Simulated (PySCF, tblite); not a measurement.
# C₅H₈F₃S+: a rotation path, then NMR shifts on frames

Aim: move C₅H₈F₃S+ (`FC(F)[S@+]1CCC[C@H]1F`) away from its starting geometry and see how NMR shifts follow the geometry.

The runs use tblite 0.8.0 and PySCF 2.14.0, with density-fitted response routines of our own; the level of theory stands in each step. All values are computed, except where a source is named. Atoms count from 0, in the outputs and in this text.

## Step 1: The molecule as given

17 atoms, charge 1, multiplicity 1; geometry from: GFN2-xTB.

Bonds of the start (Å): F0–C1 1.33, C1–F2 1.32, C1–S3 1.90, S3–C4 1.82, C4–C5 1.52, C5–C6 1.52, C6–C7 1.52, C7–F8 1.34, C7–S3 1.90, C1–H9 1.10, C4–H10 1.09, C4–H11 1.09, C5–H12 1.09, C5–H13 1.09, C6–H14 1.09, C6–H15 1.09, C7–H16 1.10.

## Step 2: The rotation path with GFN2-xTB

The job: settings as JSON, then the geometry in Å.

```
{"job": {"kind": "neb", "xc": "GFN2-xTB", "basis": "xTB", "atoms": [0, 1, 3, 4], "turn": 120}, "charge": 1, "multiplicity": 1}
F      1.398083     0.456796    -1.391966
C      2.151390     0.254183    -0.315845
F      2.753837    -0.917147    -0.430499
S      1.032907     0.131062     1.212905
C      0.036276    -1.328883     0.768984
C     -1.121973    -0.833908    -0.085569
C     -1.581112     0.480581     0.530678
C     -0.351180     1.344146     0.736697
F     -0.465587     2.200868     1.757002
H      2.879919     1.066321    -0.185816
H      0.672926    -2.065250     0.280324
H     -0.306045    -1.735729     1.721406
H     -0.811756    -0.686813    -1.120971
H     -1.925788    -1.569956    -0.079049
H     -2.056684     0.314217     1.500124
H     -2.292100     1.001847    -0.111660
H     -0.020109     1.899693    -0.147193
```

Level: GFN2-xTB climbing-image nudged elastic band, gas phase.

Launch:

```sh
> OMP_NUM_THREADS=1 python probes_run.py task.json out
```

The driver reads the jobs from task.json and runs them one after another.

Log:

```text
image   E - E0 / eV
  0      -0.0000
  1       0.0048
  2       0.0175
  3       0.0300
  4       0.0352
  5       0.0323
  6       0.0257
  7       0.0218
  8       0.0151
```

It took 3.4 s on 1 thread of Arm Neoverse V1, shared host; peak memory 0.18 GiB.

The final band, with the dihedral F0–C1–S3–C4:

| image | dihedral (°) | energy (eV) | energy (kcal/mol) |
| --- | --- | --- | --- |
| 0 | 62 | 0.000 | 0.0 |
| 1 | 72 | 0.005 | 0.1 |
| 2 | 83 | 0.018 | 0.4 |
| 3 | 94 | 0.030 | 0.7 |
| 4 | 105 | 0.035 | 0.8 |
| 5 | 116 | 0.032 | 0.7 |
| 6 | 127 | 0.026 | 0.6 |
| 7 | 138 | 0.022 | 0.5 |
| 8 | 149 | 0.015 | 0.3 |

## Step 3: NMR shieldings: image 0, PBE0/pcSseg-1

The job: settings as JSON, then the geometry in Å.

```
{"job": {"kind": "nmr", "xc": "PBE0", "basis": "pcSseg-1", "pop": false}, "charge": 1, "multiplicity": 1}
F      1.398100     0.456800    -1.392000
C      2.151400     0.254200    -0.315800
F      2.753800    -0.917100    -0.430500
S      1.032900     0.131100     1.212900
C      0.036300    -1.328900     0.769000
C     -1.122000    -0.833900    -0.085600
C     -1.581100     0.480600     0.530700
C     -0.351200     1.344100     0.736700
F     -0.465600     2.200900     1.757000
H      2.879900     1.066300    -0.185800
H      0.672900    -2.065200     0.280300
H     -0.306000    -1.735700     1.721400
H     -0.811800    -0.686800    -1.121000
H     -1.925800    -1.570000    -0.079000
H     -2.056700     0.314200     1.500100
H     -2.292100     1.001800    -0.111700
H     -0.020100     1.899700    -0.147200
```

With the program's defaults for keys left out, this is: GIAO PBE0/pcSseg-1 NMR shielding, non-relativistic, gas phase.

Log:

```text
coarse grid: 15272 points
cycle   1  E = -891.8271022854  dE =  1.665e+00  |g| = 8.996e-01  |ddm| = 3.621e+00
cycle   2  E = -891.6342815038  dE =  1.928e-01  |g| = 1.428e+00  |ddm| = 1.452e+00
cycle   3  E = -891.9785410701  dE = -3.443e-01  |g| = 8.217e-02  |ddm| = 8.833e-01
cycle   4  E = -891.9793925143  dE = -8.514e-04  |g| = 4.084e-02  |ddm| = 8.434e-02
cycle   5  E = -891.9797130344  dE = -3.205e-04  |g| = 8.493e-03  |ddm| = 3.636e-02
cycle   6  E = -891.9797265693  dE = -1.353e-05  |g| = 2.793e-03  |ddm| = 8.402e-03
cycle   7  E = -891.9797278504  dE = -1.281e-06  |g| = 7.197e-04  |ddm| = 2.190e-03
final grid: 145576 points
cycle   8  E = -892.0545726035  dE = -4.919e-05  |g| = 9.509e-03  |ddm| = 3.022e-02
cycle   9  E = -892.0545567297  dE =  1.587e-05  |g| = 1.280e-02  |ddm| = 1.718e-02
cycle  10  E = -892.0545939106  dE = -3.718e-05  |g| = 8.519e-04  |ddm| = 1.025e-02
cycle  11  E = -892.0545940222  dE = -1.116e-07  |g| = 3.304e-04  |ddm| = 8.333e-04
cycle  12  E = -892.0545940376  dE = -1.542e-08  |g| = 7.735e-05  |ddm| = 2.200e-04
cycle  13  E = -892.0545940388  dE = -1.106e-09  |g| = 1.841e-05  |ddm| = 7.598e-05
cycle  14  E = -892.0545940388  dE = -5.912e-11  |g| = 5.198e-06  |ddm| = 1.746e-05
converged SCF energy = -892.0545940388

GIAO shielding tensors (ppm)
atom      isotropic    diamagn.    paramagn.     s11        s22        s33       span
  0 F      273.220     475.376    -202.156    197.499    292.759    329.401    131.902
  1 C       60.080     239.117    -179.036     43.810     65.234     71.197     27.387
  2 F      277.547     470.210    -192.663    193.125    289.696    349.820    156.695
  3 S      293.092    1056.259    -763.166    215.488    253.378    410.411    194.923
  4 C      140.217     254.159    -113.942     97.420    148.105    175.126     77.706
  5 C      152.190     249.630     -97.439    117.314    163.603    175.655     58.342
  6 C      145.779     249.169    -103.390    114.832    159.622    162.882     48.050
  7 C       59.495     248.880    -189.384      5.690     71.994    100.802     95.112
  8 F      331.948     467.170    -135.222    274.217    317.162    404.464    130.246
  9 H       23.953      25.690      -1.737     21.332     21.838     28.689      7.356
 10 H       27.441      29.486      -2.046     22.454     26.024     33.843     11.389
 11 H       27.645      29.324      -1.679     22.282     25.301     35.352     13.070
 12 H       29.047      30.798      -1.751     25.112     27.649     34.380      9.268
 13 H       28.717      28.424       0.293     23.333     25.518     37.301     13.968
 14 H       28.819      29.056      -0.236     24.652     26.826     34.980     10.328
 15 H       28.221      27.931       0.290     23.841     25.377     35.446     11.605
 16 H       24.420      29.494      -5.074     21.899     24.556     26.805      4.906
```

It took 37 s on 1 thread of Arm Neoverse V1, shared host; peak memory 0.89 GiB.

The references, computed at this level on geometries of the same kind, shield at (ppm): ¹H TMS 31.72, ¹³C TMS 186.9, ¹⁹F CFCl3 170.9, ³³S CS2 504. Their shielding less the atom's gives the shift. The references are single molecules in the gas phase, so shifts against H2O, NH3, PH3, H3PO4 or CFCl3 are not on the usual liquid scales and can be off by tens of ppm. Each atom is listed at this fixed geometry, with no averaging over motion; a spectrum would average atoms that exchange fast.

| atoms | environment | σ (ppm) | δ (ppm) |
| --- | --- | --- | --- |
| C7 | sp3 CH bonded to F and S | 59.5 | 127.4 |
| C1 | sp3 CH bonded to 2 F and S | 60.1 | 126.8 |
| C4 | sp3 CH2 bonded to S | 140.2 | 46.7 |
| C6 | sp3 CH2 in a ring | 145.8 | 41.1 |
| C5 | sp3 CH2 in a ring | 152.2 | 34.7 |
| H9 | hydrogen on an sp3 CH bonded to 2 F and S | 23.95 | 7.76 |
| H16 | hydrogen on an sp3 CH bonded to F and S | 24.42 | 7.30 |
| H10 | hydrogen on an sp3 CH2 bonded to S | 27.44 | 4.28 |
| H11 | hydrogen on an sp3 CH2 bonded to S | 27.64 | 4.07 |
| H15 | hydrogen on an sp3 CH2 in a ring | 28.22 | 3.50 |
| H13 | hydrogen on an sp3 CH2 in a ring | 28.72 | 3.00 |
| H14 | hydrogen on an sp3 CH2 in a ring | 28.82 | 2.90 |
| H12 | hydrogen on an sp3 CH2 in a ring | 29.05 | 2.67 |
| F0 | fluorine of a CF2 group | 273.2 | -102.3 |
| F2 | fluorine of a CF2 group | 277.5 | -106.6 |
| F8 | fluorine on an sp3 carbon | 331.9 | -161.0 |
| S3 | sulfur bonded to 3 C, in a 5-membered ring | 293 | 211 |

Ring of atoms S3, C4, C5, C6, C7: NICS(0) -7.1, NICS(1) -4.2, NICS(1)zz -4.9 ppm (means of both faces).

The fields below are evaluated on a grid from the run's orbitals.

Frontier orbitals at PBE0/pcSseg-1, with the share of their density that lies nearest to each atom:

| orbital | energy (eV) | lies on |
| --- | --- | --- |
| HOMO | -14.58 | S3 31 %; C5 8 %; F0, F8 about 7 % each |
| LUMO | -6.06 | S3 42 %; C7 18 %; C1 12 % |

ELF in a plane through or near 6 of the atoms.

Ten even steps from '0' (0.00) to '9' (1.00):
```
0000000000000000000000000000
0000000000000000000000000000
0000000000000000000000000000
0000000000000000100000000000
0000000000000001210000000000
0000036400004542210000000000
0000499930006873310000000000
0000999983013623863420000000
0000599975434547944762000000
0000014343865312535885100000
0000235745544212675552000000
0001584662014578642100000000
0000477873046559655410000000
0000024630399864248850000000
0000000100699961026630000000
0000000000599720000000000000
0000000000012000000000000000
0000000000000000000000000000
0000000000000000000000000000
0000000000000000000000000000
```
The map spans 11.0 Å across and 9.8 Å up, centred on the molecule. Atoms in the plane (x, y in Å): C1 (-2.2, 0.3), F2 (-2.8, -0.9), C6 (1.6, 0.5), C7 (0.4, 1.4), H9 (-2.9, 1.1), H10 (-0.7, -2.0).

log10 of the density (e/Å³) in the same plane.

Values, 10 rows by 14 columns:
```
-4.0 -4.0 -4.0 -4.0 -4.0 -4.0 -4.0 -4.0 -4.0 -4.0 -4.0 -4.0 -4.0 -4.0
-4.0 -4.0 -4.0 -4.0 -4.0 -4.0 -3.5 -3.0 -2.8 -3.7 -4.0 -4.0 -4.0 -4.0
-4.0 -4.0 -3.8 -3.2 -3.2 -2.8 -1.8 -1.2 -1.1 -1.9 -3.1 -4.0 -4.0 -4.0
-4.0 -3.5 -2.1 -1.1 -1.3 -1.7 -0.6  0.2 -0.2 -1.2 -1.8 -2.7 -4.0 -4.0
-4.0 -3.0 -1.5  0.1  0.1 -0.4 -0.4 -0.1  0.2  0.1 -0.5 -2.0 -3.4 -4.0
-4.0 -2.9 -1.2  0.1  0.2 -0.3 -0.4 -0.6 -0.1 -0.2 -0.8 -2.1 -3.6 -4.0
-4.0 -2.7 -1.0  0.7 -0.1 -1.1 -0.2  0.2  0.0 -0.6 -1.6 -2.9 -4.0 -4.0
-4.0 -4.0 -2.5 -1.6 -1.8 -1.2 -0.1 -0.6 -1.2 -1.3 -2.0 -3.5 -4.0 -4.0
-4.0 -4.0 -4.0 -4.0 -3.6 -2.6 -2.0 -2.3 -2.7 -3.1 -3.6 -4.0 -4.0 -4.0
-4.0 -4.0 -4.0 -4.0 -4.0 -4.0 -4.0 -4.0 -4.0 -4.0 -4.0 -4.0 -4.0 -4.0
```
The map spans 11.0 Å across and 9.8 Å up, centred on the molecule. Atoms in the plane (x, y in Å): C1 (-2.2, 0.3), F2 (-2.8, -0.9), C6 (1.6, 0.5), C7 (0.4, 1.4), H9 (-2.9, 1.1), H10 (-0.7, -2.0).

On the surface of density 0.002 e/bohr³ the electrostatic potential runs, from the 1st to the 99th percentile, from 2.89 V near F8 to 6.47 V near H9.

## Step 4: Shielding tensors: image 2, PBE0/pcSseg-1

The job: settings as JSON, then the geometry in Å.

```
{"job": {"kind": "nmr", "xc": "PBE0", "basis": "pcSseg-1", "pop": false}, "charge": 1, "multiplicity": 1}
F      1.524400     0.855200    -1.327900
C      2.166400     0.259900    -0.331000
F      2.435200    -0.985500    -0.685500
S      1.030300     0.178100     1.204400
C      0.053600    -1.311400     0.821000
C     -1.095800    -0.859100    -0.065900
C     -1.598100     0.450000     0.525800
C     -0.389600     1.348700     0.705000
F     -0.515100     2.230100     1.701300
H      3.083100     0.803600    -0.067300
H      0.699700    -2.060400     0.366300
H     -0.291400    -1.682100     1.786800
H     -0.760200    -0.708100    -1.092800
H     -1.877900    -1.617600    -0.075700
H     -2.069800     0.285700     1.497500
H     -2.323400     0.938000    -0.126000
H     -0.078400     1.886900    -0.196400
```

Level: GIAO PBE0/pcSseg-1 NMR shielding, non-relativistic, gas phase.

Log:

```text
coarse grid: 15272 points
cycle   1  E = -891.8269289784  dE =  1.662e+00  |g| = 8.965e-01  |ddm| = 3.623e+00
cycle   2  E = -891.6332239116  dE =  1.937e-01  |g| = 1.426e+00  |ddm| = 1.456e+00
cycle   3  E = -891.9775025376  dE = -3.443e-01  |g| = 8.323e-02  |ddm| = 8.899e-01
cycle   4  E = -891.9783727882  dE = -8.703e-04  |g| = 4.161e-02  |ddm| = 8.534e-02
cycle   5  E = -891.9787057947  dE = -3.330e-04  |g| = 8.414e-03  |ddm| = 3.695e-02
cycle   6  E = -891.9787192163  dE = -1.342e-05  |g| = 2.666e-03  |ddm| = 8.550e-03
cycle   7  E = -891.9787204062  dE = -1.190e-06  |g| = 7.007e-04  |ddm| = 2.215e-03
final grid: 145576 points
cycle   8  E = -892.0536150579  dE = -5.219e-05  |g| = 9.603e-03  |ddm| = 3.291e-02
cycle   9  E = -892.0535990723  dE =  1.599e-05  |g| = 1.288e-02  |ddm| = 1.734e-02
cycle  10  E = -892.0536367466  dE = -3.767e-05  |g| = 8.239e-04  |ddm| = 1.033e-02
cycle  11  E = -892.0536368520  dE = -1.055e-07  |g| = 3.351e-04  |ddm| = 8.452e-04
cycle  12  E = -892.0536368680  dE = -1.596e-08  |g| = 7.764e-05  |ddm| = 2.246e-04
cycle  13  E = -892.0536368691  dE = -1.118e-09  |g| = 1.769e-05  |ddm| = 7.787e-05
cycle  14  E = -892.0536368692  dE = -5.821e-11  |g| = 5.055e-06  |ddm| = 1.698e-05
converged SCF energy = -892.0536368692

GIAO shielding tensors (ppm)
atom      isotropic    diamagn.    paramagn.     s11        s22        s33       span
  0 F      266.547     474.247    -207.700    199.297    267.203    333.141    133.844
  1 C       63.657     237.772    -174.115     49.105     65.457     76.409     27.304
  2 F      276.799     471.528    -194.730    199.564    285.868    344.965    145.402
  3 S      294.991    1056.329    -761.338    210.135    268.756    406.082    195.947
  4 C      140.082     254.350    -114.268     98.875    146.374    174.995     76.120
  5 C      152.538     250.036     -97.498    117.303    164.476    175.835     58.532
  6 C      145.492     249.528    -104.036    115.319    159.624    161.532     46.213
  7 C       57.412     248.572    -191.160      3.331     69.386     99.519     96.188
  8 F      330.011     467.122    -137.110    262.940    318.029    409.065    146.125
  9 H       24.021      25.318      -1.298     21.171     21.666     29.224      8.053
 10 H       27.445      29.553      -2.108     22.337     26.160     33.839     11.503
 11 H       27.761      29.364      -1.603     22.435     25.249     35.598     13.163
 12 H       29.318      31.068      -1.750     25.487     27.734     34.733      9.246
 13 H       28.749      28.503       0.246     23.266     25.491     37.489     14.223
 14 H       28.856      29.080      -0.224     24.785     26.727     35.055     10.270
 15 H       28.247      28.022       0.225     23.889     25.349     35.504     11.615
 16 H       24.278      29.270      -4.992     21.674     24.746     26.415      4.741
```

It took 29 s on 1 thread of Arm Neoverse V1, shared host; peak memory 0.91 GiB.

Key values: δ C7 129.5, C1 123.3, C4 46.8, C6 41.4, H9 7.70, H16 7.44 ppm.

(Part 1 of 2 ends here.)
